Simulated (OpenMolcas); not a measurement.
# Pd⁵⁺ among point charges: CASSCF and CASPT2 levels and susceptibility

How does a field of 6 point charges split the states of Pd⁵⁺, and what χT follows?

The numbers are computed with OpenMolcas 26.06 (state-averaged CASSCF and CASPT2, spin-orbit coupling by RASSI with atomic mean-field integrals), except any that are marked as measured or tabulated.

## Step 1: What is computed

```
Species                           : Pd⁵⁺ (palladium, Z = 46, 41 electrons)
Basis                             : ANO-RCC-VTZP [7s6p4d2f1g], 68 functions
Scalar Hamiltonian                : DKH2, point nucleus
Inactive shells                   : 1s 2s 2p 3s 3p 3d 4s 4p
Active space                      : 5 electrons in 5 orbitals (4d)
Some configurations of this space : 4d5
Orbitals                          : optimised for each spin and parity, averaged over all roots
```

Outer shells as boxes (Hund's rule):

4d5
```
4d [↑ ][↑ ][↑ ][↑ ][↑ ]
```

The ion sits among 6 point charges of -1.5 e arranged as an octahedron (Oh), 1.92 Å from the ion.

Each step is its own input file, run in one work folder so that later steps find the files of earlier ones. Labels, J, g values, rates, χT and fits are worked out afterwards by a script from the matrices that RASSI stores. The input lists half of the charges; inversion (Group=XYZ) makes the rest.

## Step 2: Basis and integrals

Contents of a.inp:

```
&GATEWAY
Coord
1

Pd 0.0 0.0 0.0
Basis=ANO-RCC-VTZP
Group=XYZ
NoMove
AngMom=0.0 0.0 0.0
AMFI
XField
3 Angstrom 0
1.920000 0.000000 0.000000 -1.500000
0.000000 1.920000 0.000000 -1.500000
0.000000 0.000000 1.920000 -1.500000
&SEWARD
```

Started as:

```sh
> OMP_NUM_THREADS=1 MOLCAS_MEM=1689 MOLCAS_PROJECT=a pymolcas a.inp > a.log
```

## Step 3: CASSCF: sextets of even parity, 1 root

Contents of a.inp:

```
&RASSCF
FileOrb=start.orb
Symmetry=1
Spin=6
nActEl=5 0 0
Inactive=9 9
Ras2=5 0
CIRoot=1 1 1
SDav=1
CIMx=300
Iter=120 100
PrWF=0.3
OrbListing=Nothing
MaxOrb=0
>>> COPY $Project.JobIph JOB001
```

start.orb holds the contracted functions of the basis, ordered by shell, or the orbitals of the step before.

## Step 4: Reference wave functions, quartets of even parity, 24 roots

Contents of a.inp:

```
&RASSCF
FileOrb=start.orb
Symmetry=1
Spin=4
nActEl=5 0 0
Inactive=9 9
Ras2=5 0
CIRoot=24 24 1
SDav=24
CIMx=300
Iter=120 100
PrWF=0.3
OrbListing=Nothing
MaxOrb=0
>>> COPY $Project.JobIph JOB002
```

## Step 5: CASSCF: doublets of even parity, 75 roots

Contents of a.inp:

```
&RASSCF
FileOrb=start.orb
Symmetry=1
Spin=2
nActEl=5 0 0
Inactive=9 9
Ras2=5 0
CIRoot=75 75 1
SDav=75
CIMx=300
Iter=120 100
PrWF=0.3
OrbListing=Nothing
MaxOrb=0
>>> COPY $Project.JobIph JOB003
```

## Step 6: RASSI: spin-orbit coupling between the states

Contents of a.inp:

```
&RASSI
NrOfJobIphs=3 1 24 75
1
1 2 3 4 5 6 7 8 9 10 11 12 13 14 15 16 17 18 19 20 21 22 23 24
1 2 3 4 5 6 7 8 9 10 11 12 13 14 15 16 17 18 19 20 21 22 23 24 25 26 27
28 29 30 31 32 33 34 35 36 37 38 39 40 41 42 43 44 45 46 47 48 49 50 51
52 53 54 55 56 57 58 59 60 61 62 63 64 65 66 67 68 69 70 71 72 73 74 75
IphNames
JOB001
JOB002
JOB003
EJob
SpinOrbit
DIPRint=1.0
SOCoupling=1000.0
Subsets=2
Property=9
'ANGMOM' 1 'ANGMOM' 2 'ANGMOM' 3 'MLTPL  1' 1 'MLTPL  1' 2 'MLTPL  1' 3
'AMFI' 1 'AMFI' 2 'AMFI' 3
SOProperty=3
'ANGMOM' 1 'ANGMOM' 2 'ANGMOM' 3
```

## Step 7: CASPT2: IPEA 0.25, imaginary shift 0.1 (closed shells correlated: 4s 4p)

Contents of a.inp:

```
>>> COPY JOB001 $Project.JobIph
&CASPT2
Multistate=1 1
Frozen=8 6
IPEA=0.25
Imaginary=0.1
MaxIter=60
WThr=0.0 0.3 0.05
PrWF=0.5
NoMix
>>> COPY JOB002 $Project.JobIph
&CASPT2
Multistate=24 1 2 3 4 5 6 7 8 9 10 11 12 13 14 15 16 17 18 19 20 21 22
23 24
NoMult
Frozen=8 6
IPEA=0.25
Imaginary=0.1
MaxIter=60
WThr=0.0 0.3 0.05
PrWF=0.5
NoMix
>>> COPY JOB003 $Project.JobIph
&CASPT2
Multistate=75 1 2 3 4 5 6 7 8 9 10 11 12 13 14 15 16 17 18 19 20 21 22
23 24 25 26 27 28 29 30 31 32 33 34 35 36 37 38 39 40 41 42 43 44 45 46
47 48 49 50 51 52 53 54 55 56 57 58 59 60 61 62 63 64 65 66 67 68 69 70
71 72 73 74 75
NoMult
Frozen=8 6
IPEA=0.25
Imaginary=0.1
MaxIter=60
WThr=0.0 0.3 0.05
PrWF=0.5
NoMix
```

(Steps that only read results are left out.)

Q: Predict the outcome of this session. Wanted: spin-free ground state; lowest level; next level.

As calculated:

```
                 quantity                                                                        value
                   method  SS-CASPT2, IPEA 0.25, imaginary shift 0.1 (closed shells correlated: 4s 4p)
   spin-free ground state                                              6A1, 1-fold in its orbital part
             lowest level                                              2-fold Γ7, g = 3.33, 3.33, 3.33
               next level                                                                     0.5 cm⁻¹
              χT at 300 K                                                               4.36 cm³ K/mol
effective moment at 300 K                                                                      5.90 μB
```

Cost by method:

```
                                              method  time of its own steps  time with the reference
                                           A. CASSCF                   24 s                     24 s
B. SS-CASPT2, IPEA 0.25, imaginary shift 0.1, +4s 4p                   12 s                     36 s
```

Times are of one thread on a shared host.

**Reading.** The spin-free ground state (6A1) comes to 100 % from free-ion S terms and keeps the highest spin of the shell. χT at 300 K is 4.36, against 4.39 cm³ K/mol for the spin alone, as a half-filled shell (L = 0) has no orbital moment. An active space of the d shell alone favours high spin; real ions in strong fields can be low spin. A ligand-field fit to the states below 45000 cm-1 gives 10Dq = 3488 cm-1, B = 787 cm-1 and C = 4300 cm-1 (C/B = 5.46), with a deviation of 126 cm-1. CASPT2 does not keep the components of a term degenerate, and the means are used. The field of point charges can differ much from that of real complexes. With metal d orbitals alone active, the gaps between spin states are rough; where two lie within a few thousand cm-1, their order is open. This is an electrostatic model: the charges have no orbitals.
